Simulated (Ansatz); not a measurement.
# HfH₂ (singlet): the correlation ladder at distance Hf1–H2 = 5.073 Å, def2-SVP

How much of the correlation energy of HfH₂ (singlet) does each wave-function method recover here?

The runs use Ansatz 0.2.0, Gaussian basis; def2-SVP, core rule «outside noble gas», up to 4 orbitals frozen.

Plan: UHF; CCSD(T) on RHF; CCSD(T) on UHF; CISD; CCSDT(Q) on RHF; CCSDT(Q) on UHF; CASSCF and MRCISD+Q, 2 electrons in 2 orbitals; CASSCF and NEVPT2, 2 electrons in 2 orbitals; Full CI; Full CI in the symmetry of the determinant.

40 further runs of the same task are left out: 22 for a known fault of the program, 15 that didn't finish, 3 set aside as unsound or not needed.

### Step 1. The geometry

The geometry derives from a PBE0/def2-TZVP stationary point (not a proven minimum). One bond is set to the value named and the two fragments are kept rigid. No spin-orbit coupling is included. Elements past krypton take def2 core potentials.

3 atoms, charge 0, spin multiplicity 1.

Atoms are counted from 1 here; the program's logs count them from 0.

Bond lengths: Hf1–H3 1.912 Å.

### Step 2. UHF

The input, in.yaml:

```yaml
crystal:
  periodic: [false, false, false]
  atoms:
    - {symbol: Hf, position_ang: [0.000000, 0.000000, 1.053733]}
    - {symbol: H, position_ang: [0.000000, 0.000000, -4.019267]}
    - {symbol: H, position_ang: [0.000000, 0.000000, 2.965533]}
basis:
  gaussian: {orbitals: def2-SVP}
magnetization: {spin_polarized: true, initial_magnetization: 0}
hamiltonian: {xc: hf}
output: {orbitals: {seedname: orbitals}}
```

On the command line:

```console
> ansatz run in.yaml --threads 1 --pin off --events-out ev --progress --plain --max-ram 2393MiB
```

Further steps of the session: CCSD(T) on RHF; CCSD(T) on UHF; CISD; CCSDT(Q) on RHF; CCSDT(Q) on UHF; CASSCF and MRCISD+Q, 2 electrons in 2 orbitals; CASSCF and NEVPT2, 2 electrons in 2 orbitals; Full CI; Full CI in the symmetry of the determinant.

**Question.** What will the summary of the whole plan be? Wanted: FCI below the RHF energy; RMP2 from FCI; RCCSD from FCI; RCCSD(T) from FCI; RCCSDT(Q) from FCI; NEVPT2 pair from FCI; MRCISD+Q pair from FCI; T1 diagnostic; effectively unpaired electrons.

**Answer**, as computed:

```
                         quantity        value
         FCI below the RHF energy   -5.3306 eV
                    RMP2 from FCI  +2868.6 meV
                   RCCSD from FCI  +1152.0 meV
                RCCSD(T) from FCI   +688.1 meV
               RCCSDT(Q) from FCI   +694.3 meV
             NEVPT2 pair from FCI   +595.3 meV
           MRCISD+Q pair from FCI    -51.4 meV
levels within 1 kcal/mol (43 meV)         none
                    T1 diagnostic        0.166
   effectively unpaired electrons         2.15
```

**Reading.** RCCSD(T) lands +688.1 meV from the yardstick (12.9 % of the correlation energy). MRCISD+Q pair falls below full CI: the +Q correction isn't variational, and the cores differ from full CI's. With 2.1 effectively unpaired electrons against 0 the state is strongly multireference. Of the multireference levels listed MRCISD+Q pair comes nearest in total energy (-51.4 meV), which doesn't show that its space is the better one. These misses are within one basis, not against nature.
